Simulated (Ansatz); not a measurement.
# Cd2SeO: how the settings move a single-point run

Question: which choices in the input matter for Cd2SeO? The cell is built on a prototype (ordering on rocksalt) and needn't be the phase found in nature.

Computed with Ansatz 0.2.0 (reference: DFT, HSE06, plane waves, PAW, unless a step's input says otherwise).

2 further runs of the same task are left out: 2 that didn't finish.

### 1 The structure to begin with

The structure is trigonal, space group R-3m (No. 166). The conventional cell has a = 3.682 Å, b = 3.682 Å, c = 18.031 Å, α = 90.00°, β = 90.00°, γ = 120.00°. O (site symmetry -3m) has 6 Cd at 2.46 Å as nearest neighbours. Se (site symmetry -3m) is surrounded by 6 Cd at 2.77 Å. Cd (site symmetry 3m) is surrounded by 3 O at 2.46 Å and 3 Se at 2.77 Å.

Coordinates:

```cif
data_structure
_symmetry_space_group_name_H-M 'P 1'
_symmetry_Int_Tables_number 1
_cell_length_a 6.3752
_cell_length_b 6.3752
_cell_length_c 6.3752
_cell_angle_alpha 33.564
_cell_angle_beta 33.564
_cell_angle_gamma 33.564
_cell_volume 70.55
loop_
_atom_site_label
_atom_site_type_symbol
_atom_site_fract_x
_atom_site_fract_y
_atom_site_fract_z
_atom_site_occupancy
O1 O 0.00000 0.00000 0.00000 1
Se1 Se 0.50000 0.50000 0.50000 1
Cd1 Cd 0.26474 0.26474 0.26474 1
Cd2 Cd 0.73526 0.73526 0.73526 1
```

### 2 Baseline

input.yaml reads:

```yaml
crystal:
  lattice:
    - [1.8407556174, 1.0627607512, 6.0104767177]
    - [-1.8407556174, 1.0627607512, 6.0104767177]
    - [0.0, -2.1255215024, 6.0104767177]
  atoms:
    - { symbol: O, position: [1.0, 0.0, 0.0] }
    - { symbol: Se, position: [0.5, 0.5, 0.5] }
    - { symbol: Cd, position: [0.2647430769, 0.2647430769, 0.2647430769] }
    - { symbol: Cd, position: [0.7352569231, 0.7352569231, 0.7352569231] }
kpoints:
  mp_grid: { grid: [4, 4, 4] }
hamiltonian:
  xc: hse06
scf:
  occupations: { method: fermi_dirac, width: 0.02 }
  n_extra_bands: 5
output:
  forces: true
  stress: true
  eigenvalues: true
```

Started as:

```sh
$ ansatz run input.yaml --threads 4 --pin off --max-ram 3686MiB --backend cpu --events-out ev --progress --plain --runs-dir out
```

The log of the run (excerpt; [...] marks lines left out):

```text
Warning: output.stress: scf.convergence.dr2_threshold = 1e-7 eV (the SCF's general default) is looser than the 4e-10 eV advised for a printed stress (1e-10 eV for each atom of the cell: 4). What an SCF threshold leaves in a stress goes as its square root, and in the free energy as the [...]
Warning: output.stress: scf.exx.energy_threshold = 1e-6 eV is looser than the 4e-8 eV advised for a stress under a hybrid functional (1e-8 eV for each atom of the cell: 4). Every SCF of the exchange loop can meet its threshold on dr2 while the loop round them stops early: no threshold on [...]
Warning: RAYON_NUM_THREADS=4 ignored (pool sized by the plan → 4); use --threads N
[...]
scf.n_extra_bands = 5 over 31 filled bands (N_el = 62.0): the run solves 36 bands
[...]
Pseudopotentials: kind: paw
Pseudopotential: O, paw, valence charge 6, recommended cutoff 420 eV (normal), O.paw.azcp
Pseudopotential: Se, paw, valence charge 16, recommended cutoff 420 eV (normal), Se.paw.azcp
Pseudopotential: Cd, paw, valence charge 20, recommended cutoff 420 eV (normal), Cd.paw.azcp
Functional definition: HSE06
[...]
Crystal: 4 atoms, lattice volume = 70.549 Å³
Basis set: ecut = 420 eV, 1401 PW (Γ), FFT grids on a1−a3, a2−a3, a3, exchange–correlation on 50×50×90 points (8 copies of the dense FFT grid, shifted against one another)
Bands: 36, of which v1, the nominal top of the filled ones, is band 31 counted from 1 (30 counted from 0)
Symmetry: 12 space group operations
Space group: R-3m (ITA 166), of the structure as read, at distance tolerance 4.1e-5 Å
k-points: 13 of 64
[...]
SCF iter   1: F=—  HF=-22545.276170 eV  |F-HF|=—  |Δ(HF+E_count)|=         —  Δρ=2.81e-3  dr2=5.66e-3  ethr=1.77e-3  ⟨swp⟩=7.4  Hψ=1833  notcnv=0
[...]
Frozen-core exchange: fock
[...]
SCF 2 stopped early in 6 iterations: F = -22553.934860 eV  dr2 = 3.30e-6
[...]
hybrid outer 1: dexx = +3.687e-2 eV, tail = 1.65e-4 eV
[...]
Frozen-core exchange: fock
[...]
hybrid outer 2: dexx = +1.167e-6 eV, tail = 6.93e-8 eV, Δε = 4.13e-3 eV (about 1.29e-4 eV left of the loop's levels), ΔF = 2.28e-2 eV/Å (tail 3.33e-3)
[...]
Frozen-core exchange: fock
[...]
SCF iter   3: F=-22553.935011 eV  HF=-22553.935011 eV  |F-HF|=6.55e-11  |Δ(HF+E_count)|=   2.96e-9  Δρ=7.43e-7  dr2=1.30e-10  ethr=1.53e-12 (applied; sched 1.00e-12)  ⟨swp⟩=2.8  Hψ=885  notcnv=0
[...]
hybrid outer 3: dexx = +1.284e-9 eV, tail = 3.39e-10 eV, Δε = 1.77e-4 eV (about 2.07e-5 eV left of the loop's levels), ΔF = 9.72e-4 eV/Å (tail 4.09e-4)
hybrid SCF converged: 3 outer / 15 inner (+10 warm-up), last move |dexx| = 1.28e-9 eV, tail = 3.39e-10 eV
Stability not checked: this state was not tested for a lower state beside it, because the functional holds exact exchange (a hybrid, or Hartree-Fock), whose exchange loop this test does not read (fock_operator; see scf.lower_state_search)
Free energy (F): -22553.935011 eV
Frozen-core exchange: fock
[...]
E sigma→0 (E₀):  -22553.934310 eV
Entropy (-TS):   -0.001402 eV (-0.351 meV/atom)
Fermi energy:    12.053126 eV
[...]
--- Forces (eV/Å), atoms counted from 1 ---
  atom   1  O     -0.00000000     0.00000000    -0.00000000
  atom   2  Se    -0.00000000     0.00000000    -0.00000000
  atom   3  Cd     0.00000000    -0.00000000    -0.17033913
  atom   4  Cd     0.00000000     0.00000000     0.17033913
[...]
--- Stress (GPa, compression-positive) ---
        0.599163       0.000000       0.000000
        0.000000       0.599163       0.000000
        0.000000       0.000000      -0.158240
  P = ⅓ Tr σ = 0.3467 GPa (3.467 kbar)
--- Band table (eV; the first three rows and the last of 13) ---
[...]
```

It took 18 s on 4 threads of Arm Neoverse V1, shared host; peak memory 1.3 GiB.

### 3 Changed: exchange pbe, correlation pbe, coeff 0.5, omega 0.2078

Changes to input.yaml since step 2:

```diff
@@ -13,3 +13,6 @@
 hamiltonian:
-  xc: hse06
+  xc:
+    exchange: pbe
+    correlation: pbe
+    exx: { coeff: 0.5, omega: 0.2078 }
 scf:
```

Started as:

```sh
$ ansatz run input.yaml --threads 4 --pin off --max-ram 3686MiB --backend cpu --events-out ev --progress --plain --runs-dir out
```

The log of the run (excerpt; [...] marks lines left out):

```text
Warning: output.stress: scf.convergence.dr2_threshold = 1e-7 eV (the SCF's general default) is looser than the 4e-10 eV advised for a printed stress (1e-10 eV for each atom of the cell: 4). What an SCF threshold leaves in a stress goes as its square root, and in the free energy as the [...]
Warning: output.stress: scf.exx.energy_threshold = 1e-6 eV is looser than the 4e-8 eV advised for a stress under a hybrid functional (1e-8 eV for each atom of the cell: 4). Every SCF of the exchange loop can meet its threshold on dr2 while the loop round them stops early: no threshold on [...]
Warning: RAYON_NUM_THREADS=4 ignored (pool sized by the plan → 4); use --threads N
[...]
scf.n_extra_bands = 5 over 31 filled bands (N_el = 62.0): the run solves 36 bands
[...]
Pseudopotentials: kind: paw
Pseudopotential: O, paw, valence charge 6, recommended cutoff 420 eV (normal), O.paw.azcp
Pseudopotential: Se, paw, valence charge 16, recommended cutoff 420 eV (normal), Se.paw.azcp
Pseudopotential: Cd, paw, valence charge 20, recommended cutoff 420 eV (normal), Cd.paw.azcp
Functional definition: unnamed
[...]
Crystal: 4 atoms, lattice volume = 70.549 Å³
[...]
exact exchange: an outer loop of this run ended on a state whose frontier levels can be filled otherwise, and a further loop was made from that state with electrons moved between them. It converged no lower than the two loops' stops tell apart, in 7 SCF iterations, so its state is not used
hybrid SCF converged: 5 outer / 31 inner (+10 warm-up), last move |dexx| = 2.93e-10 eV, tail = 4.19e-10 eV
Stability not checked: this state was not tested for a lower state beside it, because the functional holds exact exchange (a hybrid, or Hartree-Fock), whose exchange loop this test does not read (fock_operator; see scf.lower_state_search)
Free energy (F): -22562.989309 eV
Frozen-core exchange: fock
[...]
E sigma→0 (E₀):  -22562.988603 eV
Entropy (-TS):   -0.001411 eV (-0.353 meV/atom)
Fermi energy:    11.474771 eV
[...]
--- Forces (eV/Å), atoms counted from 1 ---
  atom   1  O      0.00000000    -0.00000000    -0.00000000
  atom   2  Se     0.00000000     0.00000000     0.00000000
  atom   3  Cd    -0.00000000     0.00000000    -0.16719796
  atom   4  Cd    -0.00000000    -0.00000000     0.16719796
[...]
--- Stress (GPa, compression-positive) ---
       -2.091711       0.000000       0.000000
        0.000000      -2.091711       0.000000
       -0.000000       0.000000      -2.351008
  P = ⅓ Tr σ = -2.1781 GPa (-21.781 kbar)
--- Band table (eV; the first three rows and the last of 13) ---
[...]
```

Wall time 56 s (4 threads of Arm Neoverse V1, shared host); peak memory 1.3 GiB.

A change of functional puts the total energy on another scale; the pressure goes from 0.3 to -2.2 GPa. At this fixed cell a lower pressure means that this functional prefers a smaller volume than the reference. Cost: 53 SCF cycles against 25, 56 s against 18 s.

### 4 Changed: exchange pbe, correlation pbe, coeff 0.15, omega 0.3

Changes to input.yaml since step 2:

```diff
@@ -13,3 +13,3 @@
 hamiltonian:
-  xc: hse06
+  xc: { exchange: pbe, correlation: pbe, exx: { coeff: 0.15, omega: 0.3 } }
 scf:
```

Started as:

```sh
$ ansatz run input.yaml --threads 4 --pin off --max-ram 3686MiB --backend cpu --events-out ev --progress --plain --runs-dir out
```

The log of the run (excerpt; [...] marks lines left out):

```text
Warning: output.stress: scf.convergence.dr2_threshold = 1e-7 eV (the SCF's general default) is looser than the 4e-10 eV advised for a printed stress (1e-10 eV for each atom of the cell: 4). What an SCF threshold leaves in a stress goes as its square root, and in the free energy as the [...]
Warning: output.stress: scf.exx.energy_threshold = 1e-6 eV is looser than the 4e-8 eV advised for a stress under a hybrid functional (1e-8 eV for each atom of the cell: 4). Every SCF of the exchange loop can meet its threshold on dr2 while the loop round them stops early: no threshold on [...]
Warning: RAYON_NUM_THREADS=4 ignored (pool sized by the plan → 4); use --threads N
[...]
scf.n_extra_bands = 5 over 31 filled bands (N_el = 62.0): the run solves 36 bands
[...]
Pseudopotentials: kind: paw
Pseudopotential: O, paw, valence charge 6, recommended cutoff 420 eV (normal), O.paw.azcp
Pseudopotential: Se, paw, valence charge 16, recommended cutoff 420 eV (normal), Se.paw.azcp
Pseudopotential: Cd, paw, valence charge 20, recommended cutoff 420 eV (normal), Cd.paw.azcp
Functional definition: unnamed
[...]
Crystal: 4 atoms, lattice volume = 70.549 Å³
[...]
SCF iter   5: F=-22550.362527 eV  HF=-22550.362527 eV  |F-HF|=1.05e-9  |Δ(HF+E_count)|=   7.08e-9  Δρ=1.17e-6  dr2=1.09e-9  ethr=4.46e-12  ⟨swp⟩=3.5  Hψ=942  notcnv=0  defer=3
[...]
hybrid outer 2: dexx = +7.257e-8 eV, tail = 4.89e-9 eV, Δε = 1.44e-3 eV (about 3.40e-5 eV left of the loop's levels), ΔF = 3.32e-3 eV/Å (tail 3.59e-4)
hybrid SCF converged: 2 outer / 13 inner (+10 warm-up), last move |dexx| = 7.26e-8 eV, tail = 4.89e-9 eV
Stability not checked: this state was not tested for a lower state beside it, because the functional holds exact exchange (a hybrid, or Hartree-Fock), whose exchange loop this test does not read (fock_operator; see scf.lower_state_search)
Free energy (F): -22550.362526 eV
Frozen-core exchange: fock
[...]
E sigma→0 (E₀):  -22550.361223 eV
Entropy (-TS):   -0.002607 eV (-0.652 meV/atom)
Fermi energy:    12.215159 eV
[...]
--- Forces (eV/Å), atoms counted from 1 ---
  atom   1  O      0.00000000    -0.00000000    -0.00000000
  atom   2  Se     0.00000000     0.00000000    -0.00000000
  atom   3  Cd     0.00000000    -0.00000000     0.01987636
  atom   4  Cd     0.00000000     0.00000000    -0.01987636
[...]
--- Stress (GPa, compression-positive) ---
        1.472874       0.000000      -0.000000
        0.000000       1.472874       0.000000
       -0.000000       0.000000       2.049196
  P = ⅓ Tr σ = 1.6650 GPa (16.650 kbar)
--- Band table (eV; the first three rows and the last of 13) ---
[...]
```

Wall time 16 s (4 threads of Arm Neoverse V1, shared host); peak memory 1.3 GiB.

Total energies don't compare across a change of functional; the pressure goes from 0.3 to 1.7 GPa and the largest force goes from 0.17 to 0.02 eV/Å. At this fixed cell a higher pressure means that this functional prefers a larger volume than the reference.

### 5 Changed: occupations.method methfessel_paxton, occupations.width 0.05

Changes to input.yaml since step 2:

```diff
@@ -15,3 +15,3 @@
 scf:
-  occupations: { method: fermi_dirac, width: 0.02 }
+  occupations: { method: methfessel_paxton, width: 0.05 }
   n_extra_bands: 5
```

Started as:

```sh
$ ansatz run input.yaml --threads 4 --pin off --max-ram 3686MiB --backend cpu --events-out ev --progress --plain --runs-dir out
```

The log of the run (excerpt; [...] marks lines left out):

```text
Warning: output.stress: scf.convergence.dr2_threshold = 1e-7 eV (the SCF's general default) is looser than the 4e-10 eV advised for a printed stress (1e-10 eV for each atom of the cell: 4). What an SCF threshold leaves in a stress goes as its square root, and in the free energy as the [...]
Warning: output.stress: scf.exx.energy_threshold = 1e-6 eV is looser than the 4e-8 eV advised for a stress under a hybrid functional (1e-8 eV for each atom of the cell: 4). Every SCF of the exchange loop can meet its threshold on dr2 while the loop round them stops early: no threshold on [...]
Warning: RAYON_NUM_THREADS=4 ignored (pool sized by the plan → 4); use --threads N
[...]
scf.n_extra_bands = 5 over 31 filled bands (N_el = 62.0): the run solves 36 bands
[...]
Pseudopotentials: kind: paw
Pseudopotential: O, paw, valence charge 6, recommended cutoff 420 eV (normal), O.paw.azcp
Pseudopotential: Se, paw, valence charge 16, recommended cutoff 420 eV (normal), Se.paw.azcp
Pseudopotential: Cd, paw, valence charge 20, recommended cutoff 420 eV (normal), Cd.paw.azcp
Functional definition: HSE06
[...]
Crystal: 4 atoms, lattice volume = 70.549 Å³
[...]
hybrid SCF converged: 3 outer / 17 inner (+10 warm-up), last move |dexx| = 8.13e-9 eV, tail = 3.33e-10 eV
Stability not checked: this state was not tested for a lower state beside it, because the functional holds exact exchange (a hybrid, or Hartree-Fock), whose exchange loop this test does not read (fock_operator; see scf.lower_state_search)
Free energy (F): -22553.934228 eV
Frozen-core exchange: fock
[...]
E sigma→0 (E₀):  -22553.934206 eV
Entropy (-TS):   -0.000091 eV (-0.023 meV/atom)
Fermi energy:    12.042786 eV
Step filling:    the computed levels leave a gap of 0.0000 eV = 0.0 smearing widths at the electron count; against every level under it full and every level over it empty, smearing changes F+E_penalty+E_count by -0.260 meV and its σ→0 estimate by -0.237 meV
[...]
--- Forces (eV/Å), atoms counted from 1 ---
  atom   1  O      0.00000000     0.00000000    -0.00000000
  atom   2  Se    -0.00000000     0.00000000     0.00000000
  atom   3  Cd     0.00000000     0.00000000    -0.17075380
  atom   4  Cd     0.00000000     0.00000000     0.17075380
[...]
--- Stress (GPa, compression-positive) ---
        0.597405       0.000000      -0.000000
        0.000000       0.597405       0.000000
        0.000000       0.000000      -0.167368
  P = ⅓ Tr σ = 0.3425 GPa (3.425 kbar)
--- Band table (eV; the first three rows and the last of 13) ---
[...]
```

It took 20 s on 4 threads of Arm Neoverse V1, shared host; peak memory 1.3 GiB.

Changing the smearing leaves the energy as it was (0.0 meV/atom). Cost: 27 SCF cycles against 25.

### 6 Comparison

| run | ending | energy change | pressure (GPa) | gap (eV) | force (eV/Å) | cycles | time |
| --- | --- | --- | --- | --- | --- | --- | --- |
| reference | converged | 0 | 0.3 | 0.00 | 0.17 | 25 | 18 s |
| 1: exchange pbe, correlation pbe, coeff 0.5, omega 0.2078 | converged | not comparable | -2.2 | 0.00 | 0.17 | 53 | 56 s |
| 2: exchange pbe, correlation pbe, coeff 0.15, omega 0.3 | converged | not comparable | 1.7 | 0.00 | 0.02 | 23 | 16 s |
| 3: occupations.method methfessel_paxton, occupations.width 0.05 | converged | 0.0 meV/atom (σ→0) | 0.3 | 0.00 | 0.17 | 27 | 20 s |

Residual by cycle in the longest SCF loop of each run; runs are numbered as in the table. The quantity is the density residual dr2, in eV.

| cycle | reference | run 1 | run 2 | run 3 |
| --- | --- | --- | --- | --- |
| 1 | 0.00566 | 0.00587 | 0.00586 | 0.00684 |
| 2 | 0.00215 | 0.00219 | 0.00216 | 9.6e-4 |
| 3 | 1.7e-4 | 2.1e-4 | 1.6e-4 | 1.3e-4 |
| 4 | 6.7e-5 | 7.7e-5 | 4.9e-5 | 4.0e-5 |
| 5 | 1.2e-5 | 1.3e-5 | 1.1e-5 | 8.8e-6 |
| 6 | 1.5e-6 | 1.4e-6 | 1.5e-6 | 6.7e-7 |
| 7 | 1.3e-7 | 1.1e-7 | 2.2e-7 | 1.3e-7 |
| 8 | 1.8e-8 | 1.6e-8 | 2.8e-8 | 1.4e-8 |
| 9 | 2.6e-9 | 1.8e-9 | 4.4e-9 | 2.2e-9 |
| 10 | 3.1e-10 | 1.9e-10 | 3.7e-10 | 2.2e-10 |

**Reading.** «occupations.method methfessel_paxton, occupations.width 0.05» leaves the energy as it was. Of the variants the dearest is «exchange pbe, correlation pbe, coeff 0.5, omega 0.2078» (56 s), the cheapest «exchange pbe, correlation pbe, coeff 0.15, omega 0.3» (16 s), on a shared host.
